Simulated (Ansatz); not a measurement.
# UCCSD(T)/def2-SVP (core potential) run of InNH2Cl (SMILES [NH2][In][Cl])

Aim: the energy change on altering one bond length of InNH2Cl at UCCSD(T)/def2-SVP (core potential), from 2 runs. 

The calculation is run with Ansatz 0.2.0.

58 further runs of the same task are left out: 58 set aside as unsound or not needed.

## 1. The system as given

The species is InNH2Cl (5 atoms), meant as a doublet with charge 0. SMILES: `[NH2][In][Cl]`. The shape is that of a PBE0-D4/def2-TZVP optimisation. This is one conformer, not always the lowest.

Bond lengths: N1–In2 2.072 Å, In2–Cl3 2.369 Å, N1–H4 1.015 Å, N1–H5 1.017 Å. Angles: N1–In2–Cl3 113.1°, In2–N1–H4 113.0°, In2–N1–H5 110.3°, H4–N1–H5 107.4°.

## 2. The energy at UCCSD(T)/def2-SVP (core potential)

The input, in.yaml:

```yaml
basis:
  gaussian: {orbitals: def2-SVP}
crystal:
  periodic: [false, false, false]
  atoms:
    - {symbol: N, position_ang: [-0.142600, 0.808600, -0.493900]}
    - {symbol: In, position_ang: [-0.411600, -1.217800, -0.153300]}
    - {symbol: Cl, position_ang: [1.391500, -2.211500, 1.018700]}
    - {symbol: H, position_ang: [-0.999700, 1.283800, -0.756700]}
    - {symbol: H, position_ang: [0.212300, 1.263200, 0.343800]}
magnetization: {spin_polarized: true, initial_magnetization: 1}
correlation: {method: ccsd_t, frozen_orbitals: {Cl: 5, H: 0, In: 4, "N": 1}}
accuracy: high
scf: {omitted_lower_state_checks: [cluster_reference, increment]}
```

On the command line:

```
$ ansatz run in.yaml --threads 1 --pin off --max-ram 2610MiB --events-out events.jsonl --progress --plain --runs-dir runs
```

Standard output:

```text
Warning: RAYON_NUM_THREADS=1 ignored (pool sized by the plan → 1); use --threads N
Functional definition: HF
  name "HF"
  exchange = exact_x
  correlation = 0
these checks for a lower state are left out or cut short: cluster_reference, increment
1544 factors; integrals over basis functions are off by at most 3.3e-9 eV
mean field evaluation 1: about -19158.2658 eV, gradient 2.4e1 eV
mean field evaluation 2: about -19158.2829 eV, gradient 2.4e1 eV
mean field evaluation 4: about -19161.4637 eV, gradient 2.3e0 eV
mean field evaluation 8: about -19161.5653 eV, gradient 1.5e-1 eV
mean field evaluation 16: about -19160.6732 eV, gradient 6.2e0 eV
mean field -19161.56601920 eV, -704.1745630297 hartree, gradient 5.3e-8 eV, S^2 0.770449; 1 other end points of the search recorded, 0 dependent functions left out
10 core orbitals not correlated: weight in the atoms' cores, before any rotation towards them, 1.000 or more for the frozen orbitals, at most 0.000 for the correlated occupied ones
reference -19161.56601920 eV, -704.1745630297 hartree; 14, 13 occupied and 44, 45 virtual orbitals, 1544 factors
second order -10.15199859 eV of doubles, -0.00000000 eV of singles
cycle   1  -10.55557989 eV  change   -4.0e-1 eV  update   8.6e-2
cycle   2  -10.82644762 eV  change   -2.7e-1 eV  update   3.0e-2
cycle   3  -10.91647336 eV  change   -9.0e-2 eV  update   2.0e-2
cycle   4  -10.91717482 eV  change   -7.0e-4 eV  update   7.4e-3
cycle   5  -10.91409975 eV  change    3.1e-3 eV  update   4.0e-3
cycle   6  -10.91491977 eV  change   -8.2e-4 eV  update   1.8e-3
cycle   7  -10.91518016 eV  change   -2.6e-4 eV  update   9.0e-4
cycle   8  -10.91543440 eV  change   -2.5e-4 eV  update   4.3e-4
cycle   9  -10.91543844 eV  change   -4.0e-6 eV  update   2.2e-4
cycle  10  -10.91535474 eV  change    8.4e-5 eV  update   1.0e-4
cycle  11  -10.91540243 eV  change   -4.8e-5 eV  update   6.1e-5
cycle  12  -10.91539804 eV  change    4.4e-6 eV  update   2.6e-5
cycle  13  -10.91540939 eV  change   -1.1e-5 eV  update   1.2e-5
cycle  14  -10.91540813 eV  change    1.3e-6 eV  update   5.4e-6
cycle  15  -10.91540421 eV  change    3.9e-6 eV  update   2.2e-6
cycle  16  -10.91540436 eV  change   -1.5e-7 eV  update   9.7e-7
cycle  17  -10.91540474 eV  change   -3.8e-7 eV  update   4.4e-7
cycle  18  -10.91540480 eV  change   -6.4e-8 eV  update   2.1e-7
cycle  19  -10.91540488 eV  change   -7.5e-8 eV  update   1.0e-7
cycle  20  -10.91540489 eV  change   -1.8e-8 eV  update   5.0e-8
cycle  21  -10.91540489 eV  change    1.0e-9 eV  update   2.8e-8
cycle  22  -10.91540482 eV  change    7.1e-8 eV  update   7.9e-8
cycle  23  -10.91540483 eV  change   -4.1e-9 eV  update   2.1e-8
cycle  24  -10.91540482 eV  change    5.9e-9 eV  update   7.2e-9
cycle  25  -10.91540482 eV  change    1.0e-9 eV  update   3.9e-9
cycle  26  -10.91540482 eV  change   5.3e-10 eV  update   1.8e-9
perturbative correction -0.31182299 eV, -0.0114592836 hartree
Total energy: -19172.79324701 eV, -704.5871560417 hartree
Checks for a lower state left out: cluster_reference, increment
```

It took 31 s on 1 thread of Arm Neoverse V1, shared host; peak memory 0.46 GiB.

## 3. The distorted shape, same level

The input, input.yaml:

```yaml
crystal:
  periodic: [false, false, false]
  atoms:
    - symbol: N
      position_ang: [-1.044142, 1.305446, -1.079895]
    - symbol: In
      position_ang: [-1.313142, -0.720954, -0.739295]
    - symbol: Cl
      position_ang: [1.391500, -2.211500, 1.018700]
    - symbol: H
      position_ang: [-1.901242, 1.780646, -1.342695]
    - symbol: H
      position_ang: [-0.689242, 1.760046, -0.242195]
basis:
  gaussian:
    orbitals: def2-SVP
scf:
  omitted_lower_state_checks: [cluster_reference, increment]
correlation:
  method: ccsd_t
  frozen_orbitals: {Cl: 5, H: 0, In: 4, "N": 1}
magnetization:
  spin_polarized: true
  initial_magnetization: 1
accuracy: high
```

On the command line:

```
$ ansatz run input.yaml --threads 1 --pin off --max-ram 2610MiB --events-out events.jsonl --progress --plain --runs-dir runs
```

Standard output:

```text
Warning: RAYON_NUM_THREADS=1 ignored (pool sized by the plan → 1); use --threads N
[... 4 set-up lines as earlier in the session ...]
these checks for a lower state are left out or cut short: cluster_reference, increment
1503 factors; integrals over basis functions are off by at most 6.5e-9 eV
mean field evaluation 1: about -19155.6785 eV, gradient 2.4e1 eV
mean field evaluation 2: about -19155.6880 eV, gradient 2.4e1 eV
mean field evaluation 4: about -19159.1732 eV, gradient 2.7e0 eV
mean field evaluation 8: about -19159.3771 eV, gradient 7.3e-1 eV
mean field evaluation 16: about -19159.7286 eV, gradient 4.6e-3 eV
mean field evaluation 32: about -19159.4748 eV, gradient 4.2e0 eV
mean field evaluation 64: about -19159.2667 eV, gradient 1.1e0 eV
mean field evaluation 96: about -19159.2838 eV, gradient 8.2e-1 eV
mean field evaluation 128: about -19159.5126 eV, gradient 7.7e-1 eV
mean field -19159.72863614 eV, -704.1070404476 hartree, gradient 1.4e-8 eV, S^2 0.866230; 12 other end points of the search recorded, 0 dependent functions left out
10 core orbitals not correlated: weight in the atoms' cores, before any rotation towards them, 1.000 or more for the frozen orbitals, at most 0.000 for the correlated occupied ones
reference -19159.72863614 eV, -704.1070404476 hartree; 14, 13 occupied and 44, 45 virtual orbitals, 1503 factors
second order -9.76938129 eV of doubles, -0.00000000 eV of singles
cycle   1  -10.34204419 eV  change   -5.7e-1 eV  update   1.1e-1
cycle   2  -10.66122280 eV  change   -3.2e-1 eV  update   4.2e-2
cycle   3  -10.79619262 eV  change   -1.3e-1 eV  update   3.4e-2
cycle   4  -10.81116425 eV  change   -1.5e-2 eV  update   1.7e-2
cycle   5  -10.81015278 eV  change    1.0e-3 eV  update   1.1e-2
cycle   6  -10.81386994 eV  change   -3.7e-3 eV  update   5.9e-3
cycle   7  -10.81580951 eV  change   -1.9e-3 eV  update   4.5e-3
cycle   8  -10.81645601 eV  change   -6.5e-4 eV  update   3.1e-3
cycle   9  -10.81718992 eV  change   -7.3e-4 eV  update   1.8e-3
cycle  10  -10.81658004 eV  change    6.1e-4 eV  update   9.5e-4
cycle  11  -10.81656653 eV  change    1.4e-5 eV  update   4.8e-4
cycle  12  -10.81667618 eV  change   -1.1e-4 eV  update   3.0e-4
cycle  13  -10.81663959 eV  change    3.7e-5 eV  update   2.1e-4
cycle  14  -10.81669954 eV  change   -6.0e-5 eV  update   1.9e-4
cycle  15  -10.81665960 eV  change    4.0e-5 eV  update   1.7e-4
cycle  16  -10.81661854 eV  change    4.1e-5 eV  update   1.5e-4
cycle  17  -10.81659953 eV  change    1.9e-5 eV  update   1.2e-4
cycle  18  -10.81661266 eV  change   -1.3e-5 eV  update   7.4e-5
cycle  19  -10.81664383 eV  change   -3.1e-5 eV  update   3.7e-5
cycle  20  -10.81667200 eV  change   -2.8e-5 eV  update   1.8e-5
cycle  21  -10.81667296 eV  change   -9.5e-7 eV  update   9.5e-6
cycle  22  -10.81666905 eV  change    3.9e-6 eV  update   5.3e-6
cycle  23  -10.81666729 eV  change    1.8e-6 eV  update   3.0e-6
cycle  24  -10.81666544 eV  change    1.8e-6 eV  update   1.6e-6
cycle  25  -10.81666514 eV  change    3.0e-7 eV  update   1.1e-6
cycle  26  -10.81666539 eV  change   -2.4e-7 eV  update   7.5e-7
cycle  27  -10.81666538 eV  change    7.5e-9 eV  update   6.3e-7
cycle  28  -10.81666534 eV  change    4.0e-8 eV  update   5.7e-7
cycle  29  -10.81666518 eV  change    1.6e-7 eV  update   5.5e-7
cycle  30  -10.81666518 eV  change   -7.3e-9 eV  update   5.2e-7
cycle  31  -10.81666532 eV  change   -1.4e-7 eV  update   4.8e-7
cycle  32  -10.81666536 eV  change   -3.4e-8 eV  update   3.7e-7
cycle  33  -10.81666541 eV  change   -5.1e-8 eV  update   2.0e-7
cycle  34  -10.81666540 eV  change    8.0e-9 eV  update   1.3e-7
cycle  35  -10.81666539 eV  change    1.1e-8 eV  update   1.1e-7
cycle  36  -10.81666536 eV  change    2.6e-8 eV  update   9.5e-8
cycle  37  -10.81666531 eV  change    5.1e-8 eV  update   8.6e-8
cycle  38  -10.81666529 eV  change    2.5e-8 eV  update   7.6e-8
cycle  39  -10.81666530 eV  change   -1.7e-8 eV  update   6.5e-8
cycle  40  -10.81666533 eV  change   -2.2e-8 eV  update   5.2e-8
cycle  41  -10.81666534 eV  change   -1.6e-8 eV  update   4.1e-8
cycle  42  -10.81666534 eV  change    1.9e-9 eV  update   2.7e-8
cycle  43  -10.81666534 eV  change    3.0e-9 eV  update   1.7e-8
cycle  44  -10.81666534 eV  change   -3.0e-9 eV  update   1.2e-8
cycle  45  -10.81666534 eV  change    1.3e-9 eV  update   1.0e-8
cycle  46  -10.81666534 eV  change  -1.8e-10 eV  update   9.0e-9
cycle  47  -10.81666534 eV  change    2.5e-9 eV  update   7.4e-9
cycle  48  -10.81666534 eV  change    1.8e-9 eV  update   4.5e-9
cycle  49  -10.81666534 eV  change  -1.0e-10 eV  update   1.9e-9
perturbative correction -0.29374025 eV, -0.0107947550 hartree
Total energy: -19170.83904172 eV, -704.5153403218 hartree
Checks for a lower state left out: cluster_reference, increment
```

Run time: 78 s. Hardware: 1 thread of Arm Neoverse V1, shared host; peak memory 0.47 GiB.

## 4. Summary of results

Level: UCCSD(T)/def2-SVP (core potential), 10 core orbitals frozen.

| quantity | value |
| --- | --- |
| first shape: total energy | -704.58716 Eh |
| first shape: correlation energy (10 core orbitals frozen) | -412.6 mEh |
| first shape: (T) correction | -11.46 mEh |
| first shape: ⟨S²⟩ of the reference determinant | 0.770 |
| first shape: T1 diagnostic | 0.016 |
| distorted shape: total energy | -704.51534 Eh |
| distorted shape: correlation energy (10 core orbitals frozen) | -408.3 mEh |
| distorted shape: (T) correction | -10.79 mEh |
| distorted shape: ⟨S²⟩ of the reference determinant | 0.866 |
| distorted shape: T1 diagnostic | 0.027 |
| energy change with the In2–Cl3 bond stretched from 2.369 to 3.553 Å | 1.954 eV |

What this shows: With the In2–Cl3 bond stretched from 2.369 to 3.553 Å the energy rises by 1.95 eV (189 kJ/mol). The first shape isn't relaxed at this level, so the change isn't measured from a minimum. The triples (first shape) make up 2.8 % of the correlation energy. ⟨S²⟩ (distorted shape) is 0.87 where a pure doublet has 0.75: the reference is spin-contaminated. The triples (distorted shape) make up 2.6 % of the correlation energy.
